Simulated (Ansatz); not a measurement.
# BBrHO− (SMILES [O-]BBr): single points off equilibrium

The task here is to estimate one member of a computed series from the others.

Method: single points in def2-TZVPPD; program: Ansatz 0.2.0, Gaussian basis.

Correlated methods freeze the cores. Filled d shells of the heavier atoms are correlated.

## The starting structure

4 atoms, charge -1, spin multiplicity 1.

Atoms are counted from 1 here; the program's logs count them from 0.

Bond lengths: O1–B2 1.347 Å, B2–Br3 2.261 Å, B2–H4 1.032 Å. Angles: O1–B2–Br3 114.8°, O1–B2–H4 136.5°, Br3–B2–H4 108.1°.

As a file:

```xyz
4
charge -1, multiplicity 1
O     1.2087   -0.2832   -0.7713
B     0.2380   -0.2550    0.1623
Br   -1.2109    1.4704   -0.0268
H    -0.1134   -0.8888    0.8969
```

Set-up of the first run:

File run/in.yaml:

```yaml
crystal:
  periodic: [false, false, false]
  atoms:
    - {symbol: O, position_ang: [1.208700, -0.283200, -0.771300]}
    - {symbol: B, position_ang: [0.238000, -0.255000, 0.162300]}
    - {symbol: Br, position_ang: [-1.210900, 1.470400, -0.026800]}
    - {symbol: H, position_ang: [-0.113400, -0.888800, 0.896900]}
basis:
  gaussian: {orbitals: "def2-TZVPPD.json"}
total_charge: -1
correlation: {method: ccsd_t}
output: {forces: true}
```

The basis file named in the input lies beside it (Basis Set Exchange, JSON).

The command line of these runs was not kept.

Among the steps run: CCSD(T)/def2-TZVPPD; PBE0-D4/def2-TZVPPD; wB97M-V/def2-TZVPPD; r2SCAN-D4/def2-TZVPPD; PBE-D4/def2-TZVPPD; r2SCAN0-D4/def2-TZVPPD; revPBE-D4/def2-TZVPPD.

One table of the session follows, with a row left open; its other results are not shown here.

| method | RMS force component (eV/Å) | angle to CCSD(T) forces (°) |
| --- | --- | --- |
| CCSD(T) | 3.640 | reference |
| PBE0-D4 | 3.871 | 2.3 |
| wB97M-V | 3.794 | 3.2 |
| r2SCAN-D4 | ? | ? |
| PBE-D4 | 3.601 | 1.6 |
| r2SCAN0-D4 | 3.944 | 4.0 |
| revPBE-D4 | 3.549 | 2.6 |

**Question.** Estimate the row for r2SCAN-D4.

**Answer.** RMS force component (eV/Å): 3.740; angle to CCSD(T) forces (°): 1.6. In the column «RMS force component (eV/Å)» it lies between CCSD(T) (3.640) and wB97M-V (3.794).
